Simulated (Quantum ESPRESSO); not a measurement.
**TiN under changes of volume**

One of the cells (9.528 Å³/atom); the others are scaled copies at fixed shape and fractional positions:

```
CELL_PARAMETERS angstrom
0.00000 2.12000 2.12000
2.12000 0.00000 2.12000
2.12000 2.12000 0.00000
ATOMIC_POSITIONS crystal
Ti 0.00000 0.00000 0.00000
N 0.50000 0.50000 0.50000
```

The cell was built by a generator and needn't be a form met in nature.

```yaml
Program: Quantum ESPRESSO 7.5
Functional: PBEsol
Potentials_or_basis: GBRV 1.5 PBEsol
Cutoff: 612 eV
Density_cutoff: 4898 eV
k_mesh: 16 × 16 × 16
Occupations: methfessel-paxton, width 0.2 eV
Spin: no spin polarisation
```

| volume (Å³/atom) | energy over the lowest point (meV/atom) | pressure (GPa) |
| --- | --- | --- |
| 8.956 | 11.99 | 11.9 |
| 9.147 | ? | ? |
| 9.338 | 0.00 | -1.5 |
| 9.528 | 5.14 | -7.2 |
| 9.719 | 16.69 | -12.3 |
| 9.909 | 34.02 | -16.9 |
| 10.100 | 56.53 | -21.0 |

Q: What does the run at 9.147 Å³/atom give?

A: Energy over the lowest point 2.01 meV/atom; pressure 4.8 GPa.

Worked out: A Birch-Murnaghan fit of order 3 (a polynomial in V^(-2/3)) to the other rows has its minimum at 9.29 Å³/atom with B0 = V·E''(V) = 300 GPa and B' = 4.3. It gives 1.99 meV/atom at 9.147 Å³/atom, against the run's 2.01, and -dE/dV = 4.9 GPa, against 4.8.

Energies are extrapolated to zero smearing.
